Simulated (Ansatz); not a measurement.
**C₂H₇AlSi₂: how energies converge with the basis set**

How large a basis does C₂H₇AlSi₂ need? Two functionals are run in growing sets.

Computed with Ansatz 0.2.0, Gaussian basis. Level: one geometry, several basis sets.

Plan: PBE0-D4/def2-SVP; ωB97M-V/def2-SVP; PBE0-D4/def2-QZVPP; ωB97M-V/def2-QZVPP; the functionals' def2-TZVPP values are taken from earlier runs.

## (1) Structure used throughout

All runs share one geometry, relaxed beforehand with PBE0-D4 in a triple-zeta def2 set.

SMILES `C#C[SiH2][AlH][SiH3]`, 12 atoms, charge 0, spin multiplicity 1.

Atoms are counted from 1 here; the program's logs count them from 0.

Bond lengths: C1–C2 1.235 Å, C1–H6 1.070 Å, C2–Si3 1.841 Å, Si3–Al4 2.466 Å, Si3–H7 1.483 Å, Si3–H8 1.483 Å, Al4–Si5 2.442 Å, Al4–H9 1.585 Å, Si5–H10 1.493 Å, Si5–H11 1.492 Å, Si5–H12 1.492 Å. Angles: C2–C1–H6 161.3°, C1–C2–Si3 148.8°, C2–Si3–Al4 61.3°, C2–Si3–H7 109.0°, C2–Si3–H8 108.6°, Al4–Si3–H7 124.0°, Al4–Si3–H8 124.2°, H7–Si3–H8 111.4°, Si3–Al4–Si5 113.4°, Si3–Al4–H9 114.6°, Si5–Al4–H9 129.3°, Al4–Si5–H10 112.9°, Al4–Si5–H11 110.2°, Al4–Si5–H12 112.3°, H10–Si5–H11 106.9°, H10–Si5–H12 106.8°, H11–Si5–H12 107.3°.

## (2) PBE0-D4 in def2-SVP

Input file in.yaml:

```yaml
crystal:
  periodic: [false, false, false]
  atoms:
    - {symbol: C, position_ang: [0.761853, 1.506865, 0.983850]}
    - {symbol: C, position_ang: [1.018902, 0.385299, 1.432497]}
    - {symbol: Si, position_ang: [0.587120, -1.400897, 1.549542]}
    - {symbol: Al, position_ang: [-0.926348, 0.105065, 0.316449]}
    - {symbol: Si, position_ang: [-0.591708, 0.051443, -2.102232]}
    - {symbol: H, position_ang: [0.835306, 2.551144, 0.762367]}
    - {symbol: H, position_ang: [0.414682, -1.764290, 2.976821]}
    - {symbol: H, position_ang: [1.671615, -2.190846, 0.918257]}
    - {symbol: H, position_ang: [-2.184050, 0.598855, 1.145531]}
    - {symbol: H, position_ang: [-0.776819, 1.386580, -2.743918]}
    - {symbol: H, position_ang: [0.795405, -0.396154, -2.421654]}
    - {symbol: H, position_ang: [-1.528859, -0.888266, -2.783410]}
basis:
  gaussian: {orbitals: def2-SVP}
hamiltonian: {xc: pbe0, dispersion: d4}
output: {orbitals: {seedname: orbitals}}
```

After this run come: ωB97M-V in def2-SVP; PBE0-D4 in def2-QZVPP; ωB97M-V in def2-QZVPP.

Q: Predict the results of all the runs planned. Wanted: PBE0-D4: double and triple zeta above quadruple; ωB97M-V: double and triple zeta above quadruple.

**Answer**, as computed:

```
                                       quantity           value
PBE0-D4: double and triple zeta above quadruple  11.03, 0.84 eV
ωB97M-V: double and triple zeta above quadruple  11.14, 0.79 eV
```

What this shows: PBE0-D4 gains 10.20 eV from double to triple zeta, then 0.84 eV more. Total energies overstate the basis error of differences, where much of it tends to cancel.
